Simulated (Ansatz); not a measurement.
I need a geometry optimisation of CH₅FSiSn, SMILES F[CH]1[SiH2][SnH2]1. Use the Ansatz DFT code, driven from Python. Level of theory: r2SCAN, def2-SVP basis, multiplicity 1.

Contents of `ch5fsisn.xyz`:
```text
9

F    -1.84100    0.86730    0.23010
C    -0.75500    0.57900   -0.49260
Si    0.73790    0.86290    0.45960
Sn   -0.08640   -1.43540   -0.18200
H    -0.72070    0.93330   -1.55880
H     1.93030    1.28920   -0.33230
H     0.56790    1.21380    1.88700
H     0.97140   -2.14070   -1.35230
H    -0.71600   -2.21570    1.32430
```

`run_opt.py`:
```python
"""Minimum-energy structure of CH5FSiSn."""

import logging
import sys

import ansatz as az
import numpy as np

logging.basicConfig(stream=sys.stdout, format="%(name)s: %(message)s")
log = logging.getLogger("ch5fsisn")
log.setLevel(logging.INFO)

config = {
    "basis_set": "def2-SVP",
    "functional": "r2SCAN",
}

geometry = az.Crystal.molecule_from_extxyz("ch5fsisn.xyz")

job = (
    geometry.calculation()
    .basis(gaussian=config["basis_set"])
    .functional(config["functional"])
)
symbols = [site.symbol for site in geometry.cartesian_sites]
start = np.array([site.position_ang for site in geometry.cartesian_sites], dtype=float)
def progress(event):
    if event["event"] == "relax_step":
        row = event["data"]
        log.info(f"step {row['step']:3d}  E = {row['lagrangian_ev']:.6f} eV  max force {row['allowed_force_max_ev_ang']:.4f} eV/A")


r = job.relax(force_tolerance=0.02, max_steps=100).session().plan().execute(on_event=progress).report
end = np.array(r["positions_ang"])

log.info("reference energy %16.6f eV" % r["reference_energy_ev"])
log.info("total energy     %16.6f eV" % r["free_energy_ev"])
print("occupied (up, down):", r["n_occupied"], " virtual:", r["n_virtual"], " frozen:", r["n_frozen"])

log.info("final positions (A) and the move of each atom")
for symbol, xyz, old in zip(symbols, end, start):
    log.info(f"{symbol:2s} {xyz[0]:10.5f} {xyz[1]:10.5f} {xyz[2]:10.5f}   {np.linalg.norm(xyz - old):7.4f}")
with open("ch5fsisn_opt.xyz", "w") as handle:
    handle.write(f"{len(symbols)}\nrelaxed CH5FSiSn\n")
    handle.writelines(f"{s:2s} {x:11.6f} {y:11.6f} {z:11.6f}\n" for s, (x, y, z) in zip(symbols, end))
```

Output of `python run_opt.py`:
```text
ch5fsisn: step   1  E = -17535.385528 eV  max force 2.6755 eV/A
ch5fsisn: step   2  E = -17535.847171 eV  max force 1.1712 eV/A
ch5fsisn: step   3  E = -17536.057725 eV  max force 0.3766 eV/A
ch5fsisn: step   4  E = -17536.087478 eV  max force 0.2388 eV/A
ch5fsisn: step   5  E = -17536.096974 eV  max force 0.2879 eV/A
ch5fsisn: step   6  E = -17536.105720 eV  max force 0.1669 eV/A
ch5fsisn: step   7  E = -17536.113225 eV  max force 0.1478 eV/A
ch5fsisn: step   8  E = -17536.116811 eV  max force 0.1759 eV/A
ch5fsisn: step   9  E = -17536.118777 eV  max force 0.2051 eV/A
ch5fsisn: step  10  E = -17536.118680 eV  max force 0.2572 eV/A
ch5fsisn: step  11  E = -17536.120107 eV  max force 0.0218 eV/A
ch5fsisn: step  12  E = -17536.120067 eV  max force 0.0319 eV/A
ch5fsisn: step  13  E = -17536.120220 eV  max force 0.0058 eV/A
ch5fsisn: reference energy    -17536.120232 eV
ch5fsisn: total energy        -17536.120232 eV
occupied (up, down): [28, 28]  virtual: [69, 69]  frozen: 0
ch5fsisn: final positions (A) and the move of each atom
ch5fsisn: F    -1.95020    1.05877   -0.02041    0.3337
ch5fsisn: C    -0.75148    0.57188   -0.47605    0.0184
ch5fsisn: Si    0.86819    0.88739    0.47012    0.1330
ch5fsisn: Sn    0.12198   -1.45702   -0.04471    0.2505
ch5fsisn: H    -0.66650    0.70298   -1.57088    0.2369
ch5fsisn: H     1.95300    1.75345   -0.08639    0.5259
ch5fsisn: H     0.60750    1.16679    1.91027    0.0657
ch5fsisn: H     0.42886   -2.37363   -1.45046    0.5985
ch5fsisn: H    -0.52296   -2.35692    1.25152    0.2500
```

File `ch5fsisn_opt.xyz` afterwards:
```text
9
relaxed CH5FSiSn
F    -1.950198    1.058774   -0.020406
C    -0.751476    0.571881   -0.476053
Si    0.868190    0.887387    0.470123
Sn    0.121980   -1.457017   -0.044713
H    -0.666500    0.702983   -1.570882
H     1.953000    1.753454   -0.086388
H     0.607503    1.166788    1.910265
H     0.428862   -2.373627   -1.450462
H    -0.522961   -2.356923    1.251517
```

Notes:
- These settings explore the input space; basis and method may be short of convergence.
- The end point is the stationary point reached from this start; no frequency run checks that it is a minimum, and the basis set is modest.
- def2 sets replace the cores of elements past krypton by effective core potentials.
- Finished in 110 s on 1 thread of Arm Neoverse V1, with other jobs on the host, peak memory 0.24 GiB.

(Lines on the test bed's own set-up are left out of the output.)
